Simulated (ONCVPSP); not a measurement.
**Pseudopotential generation for nickel: ONCV, PBE**

Task: generate the file, and judge it by its errors in other configurations, its logarithmic derivatives, its ghosts and its cutoff.

Program: ONCVPSP 4.0.1. Reference atom: PBE, scalar-relativistic, spherical and spin-unpolarised. All values are calculated.

## 1. Starting point

Typed settings, in words:

| Property | Result |
| --- | --- |
| element | nickel (Ni, Z = 28) |
| type | optimised norm-conserving Vanderbilt (ONCV) |
| frozen core | [Ar] |
| valence charge | 10 |
| reference configuration | 3d8 4s0.5 (charge +1.5) |
| partial waves | 4s: rc 2.25 bohr, ncon 4, nbas 7, qcut 2.5 1/bohr, 2 projectors, debl 3.4 Ha; p scattering state at 0.05 Ha: rc 2.05 bohr, ncon 5, nbas 10, qcut 4.9 1/bohr, 2 projectors, debl 2 Ha; 3d: rc 1.20 bohr, ncon 4, nbas 8, qcut 12.2 1/bohr, 2 projectors, debl 3.9 Ha; f scattering state at 0.27 Ha: rc 1.85 bohr, ncon 4, nbas 9, qcut 6.3 1/bohr, 2 projectors, debl 3.9 Ha |
| local potential | polynomial inside 0.75 bohr (lpopt 1, dvloc0 1 Ha) |
| core correction | Teter function, fcfact 4.5, rcfact 1.8 |

The nodes and maxima of the atom's own shells, from an earlier all-electron run, set the scale for the radii.

All-electron outer shells of the reference configuration (PBE, scalar-relativistic, ld1.x):

```
shell  level (eV)  outermost node (bohr)  outermost maximum (bohr)
   3p      -85.64                   0.27                      0.65
   3d      -22.99                      –                      0.63
   4s      -17.32                   0.91                      2.08
   4p      -11.21                   0.99                      2.54
```

## 2. Generation

Input file Ni.dat:

```
# ATOM AND REFERENCE CONFIGURATION
# atsym  z   nc   nv     iexc    psfile
  Ni 28.00    5    2        4      upf
#
#   n    l    f
    1    0    2.00
    2    0    2.00
    2    1    6.00
    3    0    2.00
    3    1    6.00
    3    2    8.00
    4    0    0.50
#
# PSEUDOPOTENTIAL AND OPTIMIZATION
# lmax
    3
#
#   l,   rc,      ep,       ncon, nbas, qcut
    0    2.25    0.00    4    7    2.50
    1    2.05    0.05    5   10    4.90
    2    1.20    0.00    4    8   12.20
    3    1.85    0.27    4    9    6.30
#
# LOCAL POTENTIAL
# lloc, lpopt,  rc(5),   dvloc0
    4    1    0.75    1.00
#
# VANDERBILT-KLEINMAN-BYLANDER PROJECTORs
# l, nproj, debl
    0    2    3.40
    1    2    2.00
    2    2    3.90
    3    2    3.90
#
# MODEL CORE CHARGE
# icmod, fcfact, rcfact
    3    4.50    1.80
#
# LOG DERIVATIVE ANALYSIS
# epsh1, epsh2, depsh
   -2.00    5.00    0.02
#
# OUTPUT GRID
# rlmax, drl
    6.00    0.01
#
# TEST CONFIGURATIONS
# ncnf
    4
# nvcnf
#   n    l    f
    2
    3    2    8.00
    4    0    2.00
#
    2
    3    2    8.00
    4    0    1.00
#
    2
    3    2    8.00
    4    0    0.00
#
    2
    3    2    8.50
    4    0    1.50
#
```

On the command line:

```bash
oncvpsp.x < Ni.dat > Ni.out
```

Q: Predict the outcome of this session. Wanted: cutoffs for 1 and 0.1 mHa per electron, occupied waves; bound ghosts; GHOST(+) flags; largest test error; largest phase difference near zero energy, channels read; rms error of d²Exc/dn², without and with the model core.

**Answer**, as computed:

```
                                                quantity                   value
  cutoffs for 1 and 0.1 mHa per electron, occupied waves         63 Ha and 70 Ha
                                            bound ghosts          s at -60.66 eV
                                          GHOST(+) flags  p at 51 eV, f at 83 eV
                            largest test error (AE − PS)   -246 meV, for 3d8 4s2
largest phase difference near zero energy, channels read               0.004 rad
 rms error of d²Exc/dn², without and with the model core      10.19 and 8.26 mHa
```

It has a bound ghost (s), a state that the atom doesn't have, and that rules the file out. By total energies transferability is poor: the largest error is 246 meV on 16.9 eV, for 3d8 4s2. The potential is hard: the looser tolerance needs 63 Ha. At the looser tolerance the 3d wave is the slowest; 4s needs 17 Ha. Near zero energy the phases of the channels with partial waves agree within 0.004 rad. The program also flags highly localised states, GHOST(+) (p, f). All of this concerns the isolated atom, not yet a solid.
